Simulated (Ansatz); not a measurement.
# ClH₂O₂Si radical: a ladder of functionals and wavefunction methods

Aim: compute ClH₂O₂Si radical with functionals from several rungs and with coupled cluster, and see how far each lands from CCSD(T) at the basis-set limit for the atomisation energy.

The runs use Ansatz 0.2.0, Gaussian basis; functionals in def2-TZVPP, the program's frozen cores in correlated methods.

Levels to be run: LDA (SPW92), PBE-D4, revPBE-D4, BLYP-D4, r2SCAN-D4, B97M-V, PBE0-D4, B3LYP-D4, r2SCANh-D4, r2SCAN0-D4, HSE06-D4, BHLYP-D4, CAM-B3LYP-D4, LC-ωPBE, ωB97X-V, ωB97M-V, B2PLYP, PBE-QIDH; CCSD(T)/def2-SVP; CCSD(T)/def2-TZVPP; CCSD(T)/def2-QZVPP; extrapolation to the limit; RPA on PBE.

### Step 1. The geometry

An earlier PBE0-D4 in a triple-zeta def2 set relaxation fixed the geometry.

SMILES `O[Si](O)Cl`, 6 atoms, charge 0, spin multiplicity 2.

Atoms are counted from 1 here; the program's logs count them from 0.

Bond lengths: O1–Si2 1.632 Å, O1–H5 0.959 Å, Si2–O3 1.632 Å, Si2–Cl4 2.078 Å, O3–H6 0.959 Å. Angles: Si2–O1–H5 117.0°, O1–Si2–O3 103.5°, O1–Si2–Cl4 111.0°, O3–Si2–Cl4 111.0°, Si2–O3–H6 117.0°.

Coordinates:

```
O    -0.32069    1.39127   -0.39079
Si    0.13179   -0.17679   -0.40819
O     1.19748   -0.28097    0.82364
Cl   -1.49849   -1.42504   -0.08957
H    -1.02883    1.64744   -0.98460
H     1.51875   -1.15590    1.04951
```

### Step 2. LDA

This LDA is Slater exchange with PW92 correlation.

in.yaml reads:

```yaml
crystal:
  periodic: [false, false, false]
  atoms:
    - {symbol: O, position_ang: [-0.320692, 1.391269, -0.390787]}
    - {symbol: Si, position_ang: [0.131791, -0.176792, -0.408186]}
    - {symbol: O, position_ang: [1.197482, -0.280965, 0.823635]}
    - {symbol: Cl, position_ang: [-1.498492, -1.425043, -0.089571]}
    - {symbol: H, position_ang: [-1.028831, 1.647444, -0.984605]}
    - {symbol: H, position_ang: [1.518752, -1.155903, 1.049514]}
basis:
  gaussian: {orbitals: def2-TZVPP}
magnetization: {spin_polarized: true, initial_magnetization: 1}
hamiltonian: {xc: lda}
output: {orbitals: {seedname: orbitals}}
```

Launch:

```bash
$ ansatz run in.yaml --threads 2 --pin off --events-out ev --progress --plain --max-ram 32768MiB --backend cpu
```

Further steps of the session: PBE-D4 (GGA); revPBE-D4 (GGA); BLYP-D4 (GGA); r2SCAN-D4 (meta-GGA); B97M-V (meta-GGA); B3LYP-D4 (hybrid); r2SCANh-D4 (hybrid); r2SCAN0-D4 (hybrid); HSE06-D4 (hybrid); BHLYP-D4 (hybrid); CAM-B3LYP-D4 (range-separated); LC-ωPBE (range-separated); ωB97X-V (range-separated); ωB97M-V (range-separated); B2PLYP (double hybrid); PBE-QIDH (double hybrid); CCSD(T) in def2-SVP; CCSD(T) in def2-TZVPP; CCSD(T) in def2-QZVPP; RPA on PBE orbitals.

**Question.** What will the summary of the whole plan be? Wanted: atomisation energy, CCSD(T)/CBS; farthest beyond LDA; mean size of error, GGA; mean size of error, meta-GGA; mean size of error, hybrid; mean size of error, range-separated; mean size of error, double hybrid; gap, smallest and largest; T1 diagnostic.

The runs gave:

```
                               quantity                                     value
        atomisation energy, CCSD(T)/CBS                                 22.986 eV
    functionals within 0.115 eV (0.5 %)                         r2SCAN-D4, B97M-V
                    farthest beyond LDA                      BHLYP-D4 (-1.338 eV)
                mean size of error, GGA                                  0.317 eV
           mean size of error, meta-GGA                                  0.101 eV
             mean size of error, hybrid                                  0.525 eV
    mean size of error, range-separated                                  0.197 eV
      mean size of error, double hybrid                                  0.472 eV
              gap, smallest and largest  1.24 eV (LDA (SPW92)), 8.94 eV (LC-ωPBE)
                          T1 diagnostic                                    0.0136
triples share of the correlation energy                                     3.7 %
```

In words: The LDA atomisation energy is off by 3.668 eV (16 %): it overbinds. PBE-D4 misses by +0.325 eV. Double hybrids carry the basis error of their MP2 part in triple zeta, and no dispersion term here, so their miss is partly the set-up's. Taken by rung, meta-GGA functionals do best (0.101 eV on average) and hybrid ones worst beyond LDA (0.525 eV). The mean of the hybrids holds BHLYP, with half exact exchange. The reference freezes the cores and leaves out relativity and excitations past (T), so misses under about 0.115 eV can't be ranked. Hartree-Fock recovers 69 % of the binding; the rest is correlation. CCSD(T) in def2-SVP is off by -2.597 eV, more than most functionals: a good method in a small basis is no reference. The gap grows from 1.2 to 8.9 eV across the functionals, mostly with the share of exact exchange.
